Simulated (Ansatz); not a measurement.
Task: a relaxed scan of one distance of Ge2H4Se, SMILES [GeH2]1[GeH2][Se]1, with Ansatz 0.2.0, Python API. Give the script and its output. Level of theory (for the species named): B3LYP, def2-SVP basis, multiplicity 1.

```xyz
7

Ge   -0.7033   -0.0773   -0.9268
Ge    0.8590   -0.0068    0.8151
Se   -1.4643    0.2646    1.2885
H    -0.9658   -1.4394   -1.4987
H    -0.7806    1.2646   -1.7936
H     1.4160   -1.3910    1.1727
H     1.7002    1.3173    0.8971
```

`run_relaxed_scan.py`
```python
# -*- coding: utf-8 -*-
"""One bond of Ge2H4Se held at set lengths while the rest relaxes."""

import warnings

import ansatz as az
import numpy as np

config = {
    "basis_set": "def2-SVP",
    "functional": "b3lyp",
}

warnings.simplefilter("ignore", az.DeckWarning)

molecule = (
    az.Crystal.molecule()
    .atom("Ge", (-0.7033, -0.0773, -0.9268))
    .atom("Ge", (0.859, -0.0068, 0.8151))
    .atom("Se", (-1.4643, 0.2646, 1.2885))
    .atom("H", (-0.9658, -1.4394, -1.4987))
    .atom("H", (-0.7806, 1.2646, -1.7936))
    .atom("H", (1.416, -1.391, 1.1727))
    .atom("H", (1.7002, 1.3173, 0.8971))
)

calc = (
    molecule.calculation()
    .basis(gaussian=config["basis_set"])
    .functional(config["functional"])
)
symbols = [site.symbol for site in molecule.cartesian_sites]
pairs = [(0, 1), (0, 2), (0, 3), (0, 4), (1, 2), (1, 5)]
print("held (A)   E (eV)        ", "  ".join(f"{symbols[i]}{i}-{symbols[j]}{j}" for i, j in pairs))
for length in [2.15, 2.34, 2.53, 2.81, 3.16]:
    rep = calc.relax(constraints=[az.DistanceConstraint((0, 1), at=length)], force_tolerance=0.02, max_steps=60).run(threads=1, backend="cpu").report
    xyz = np.array(rep["positions_ang"])
    print(f"{length:6.2f} {rep['free_energy_ev']:14.5f}  ", "  ".join(f"{np.linalg.norm(xyz[i] - xyz[j]):.3f}" for i, j in pairs))
```

```console
$ python run_relaxed_scan.py
held (A)   E (eV)         Ge0-Ge1  Ge0-Se2  Ge0-H3  Ge0-H4  Ge1-Se2  Ge1-H5
  2.15  -178432.75890   2.150  2.406  1.538  1.538  2.406  1.538
  2.34  -178433.15204   2.340  2.413  1.538  1.538  2.412  1.538
  2.53  -178433.05323   2.530  2.421  1.539  1.539  2.419  1.539
  2.81  -178432.51080   2.810  2.436  1.539  1.539  2.426  1.539
  3.16  -178432.86471   3.160  2.365  1.553  1.538  2.369  3.172
```

Caveats:
- Total energies depend on the basis set; only differences at equal settings carry meaning.
- The energies are electronic: no zero-point or thermal terms, and the basis set is short of its limit.
- b3lyp holds the VWN-RPA fit, as in Gaussian; the form of ORCA and Turbomole is b3lyp5.
- The script silences the warnings on its input, which a real study should read.
- Finished in 6.8 min on 1 thread of Arm Neoverse V1 (shared host), peak memory 0.4 GiB.
